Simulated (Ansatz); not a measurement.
# CuI: the cost of one run

Method: the settings change from run to run; program: Ansatz 0.2.0, Gaussian basis.

### Step 1. The geometry

The structure was relaxed beforehand with PBE0-D4 in a triple-zeta def2 set. I takes a core potential in def2 sets; no spin-orbit term is included.

SMILES `[Cu][I]`, 2 atoms, charge 0, spin multiplicity 1.

Atoms are counted from 1 here; the program's logs count them from 0.

Bond lengths: Cu1–I2 2.376 Å.

### Step 2. B97/x2c-TZVPPall

This run has high accuracy, the search for lower states set to full.

in.yaml reads:

```yaml
crystal:
  periodic: [false, false, false]
  atoms:
    - {symbol: Cu, position_ang: [1.013019, -0.340800, 0.518530]}
    - {symbol: I, position_ang: [-1.013019, 0.340800, -0.518530]}
basis:
  gaussian: {orbitals: x2c-TZVPPall}
hamiltonian: {xc: {name: B97}}
accuracy: high
scf: {lower_state_search: full}
```

Command:

```sh
$ ansatz run in.yaml --threads 2 --pin off --events-out ev --progress --plain --max-ram 32768MiB --backend cpu
```

**Question.** How long does this run take on 2 threads of AMD EPYC 7R13, shared host, and how much memory does it need?

About 25 s, with a peak of 0.74 GiB.
